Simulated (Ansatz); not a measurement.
# BFH4OS: the cost of one run

Program: Ansatz 0.2.0. Level of theory: RKS PBE0/def2-SVP. These are calculated values, not measurements.

## (1) The starting structure

Bond lengths: B1–F2 1.670 Å, B1–O3 1.410 Å, O3–H4 1.010 Å, B1–H5 1.190 Å, B1–S6 2.190 Å, S6–H7 1.400 Å, S6–H8 1.401 Å. Angles: F2–B1–O3 120.0°, F2–B1–H5 120.0°, F2–B1–S6 71.6°, O3–B1–H5 120.0°, O3–B1–S6 96.8°, H5–B1–S6 101.3°, B1–O3–H4 109.5°, B1–S6–H7 109.5°, B1–S6–H8 62.2°, H7–S6–H8 53.0°.

As a file:

```xyz
8

B     0.0000    0.0000    0.0000
F     0.0000    0.0000    1.6700
O     1.2211    0.0000   -0.7050
H     1.5209   -0.9519   -0.8599
H    -1.0305    0.0000   -0.5950
S     0.0982    2.0760    0.6906
H     0.6507    2.1151    1.9763
H     0.0504    1.0663    1.6601
```

## (2) Pulling towards end A

Springs on the bonds that form and break draw the guess towards this end; the thresholds are loose.

The input, input.yaml:

```yaml
crystal:
  periodic: [false, false, false]
  atoms:
    - { symbol: B, position_ang: [0.0, 0.0, 0.0] }
    - { symbol: F, position_ang: [0.0, 0.0, 1.67] }
    - { symbol: O, position_ang: [1.2211, 0.0, -0.705] }
    - { symbol: H, position_ang: [1.5209, -0.9519, -0.8599] }
    - { symbol: H, position_ang: [-1.0305, 0.0, -0.595] }
    - { symbol: S, position_ang: [0.0982, 2.076, 0.6906] }
    - { symbol: H, position_ang: [0.6507, 2.1151, 1.9763] }
    - { symbol: H, position_ang: [0.0504, 1.0663, 1.6601] }
basis:
  gaussian: { orbitals: def2-SVP }
hamiltonian:
  xc: pbe0
relax:
  f_tol: 0.15
  max_steps: 25
  restrain:
    - { distance: [0, 5], at: 3.09, k: 30.0 }
    - { distance: [7, 1], at: 2.12, k: 30.0 }
    - { distance: [0, 1], at: 1.32, k: 30.0 }
    - { distance: [7, 5], at: 1.4, k: 30.0 }
```

Command:

```bash
$ ansatz run input.yaml --threads 1 --pin off --max-ram 2048MiB --backend cpu --events-out ev --progress --plain --runs-dir out
```

**Question.** How long does this run take on 1 thread of AMD EPYC 7R43 (Zen 3), shared host, and how much memory does it need?

About 32 s, with a peak of 0.16 GiB.
